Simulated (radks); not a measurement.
# Valence configurations of Ne²⁺

The task here is to estimate one member of a computed series from the others.

The numbers are computed with radks (a radial shooting solver on a logarithmic mesh, Libxc functionals) version 1 (Dirac Kohn-Sham, PBE, spin-unpolarised, spherical densities, point nucleus; open shells fill j = l - 1/2 first), except any that are marked as measured or tabulated.

## What is computed

| Quantity | Value |
| --- | --- |
| element | neon (Z = 10) |
| charge | +2 |
| electrons | 8 |
| configuration | [He] 2s2 2p4 |
| others tried | 2s1 2p5; 2p6; 2s0.5 2p5.5; 2s1.5 2p4.5 |

The first run:

The run's settings:

```text
Z 10
configuration [He] 2s2 2p4
relativity Dirac
functional pbe,pbe
spin unpolarised
j_filling energy
nucleus point
c 137.035999084
```

Launch:

```
$ python run_ks.py task.json out
```

All runs below come from this command, one after another.

Among the steps run: [He] 2s2 2p4.

One table of the session follows, with a row left open; its other results are not shown here.

It belongs to the step «[He] 2s2 2p4». Sizes of the orbitals, from the radial functions (bohr):

| level | <r> | outermost maximum (interpolated) | 90 % within |
| --- | --- | --- | --- |
| 1s1/2 | 0.1579 | 0.103 | 0.282 |
| 2s1/2 | 0.8291 | 0.660 | 1.31 |
| 2p1/2 | 0.8105 | 0.581 | 1.37 |
| 2p3/2 | ? | ? | ? |

Estimate the missing values for 2p3/2.

**Answer.** <r>: 0.8122; outermost maximum (interpolated): 0.583; 90 % within: 1.37. In the column «<r>» it lies between 2p1/2 (0.8105) and 2s1/2 (0.8291).
